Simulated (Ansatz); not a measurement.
# AlF2HO: the cost of one run

All numbers below are computed with Ansatz 0.2.0 (RKS revPBE/def2-mTZVP).

## (1) The starting structure

Bond lengths: Al1–O2 1.780 Å, O2–H3 1.010 Å, Al1–F4 1.690 Å, Al1–F5 1.690 Å. Angles: Al1–O2–H3 109.5°, O2–Al1–F4 120.0°, O2–Al1–F5 120.0°, F4–Al1–F5 120.0°.

As a file:

```xyz
5

Al    0.0000    0.0000    0.0000
O     0.0000    0.0000    1.7800
H    -0.9095   -0.2814    2.1171
F     1.4635    0.0000   -0.8450
F    -1.4635    0.0000   -0.8450
```

## (2) Relaxing the start

Contents of input.yaml:

```yaml
crystal:
  periodic: [false, false, false]
  atoms:
    - { symbol: Al, position_ang: [0.0, 0.0, 0.0] }
    - { symbol: O, position_ang: [0.0, 0.0, 1.78] }
    - { symbol: H, position_ang: [-0.9095, -0.2814, 2.1171] }
    - { symbol: F, position_ang: [1.4635, 0.0, -0.845] }
    - { symbol: F, position_ang: [-1.4635, 0.0, -0.845] }
basis:
  gaussian: { orbitals: def2-mTZVP }
hamiltonian:
  xc: revpbe
relax:
  f_tol: 0.02
  max_steps: 40
```

The run is started by

```sh
> ansatz run input.yaml --threads 1 --pin off --max-ram 2048MiB --backend cpu --events-out ev --progress --plain --runs-dir out
```

What time and memory should one allow on 1 thread of AMD EPYC 9R45 (Zen 5), shared host?

About 5.2 s, with a peak of 0.15 GiB.
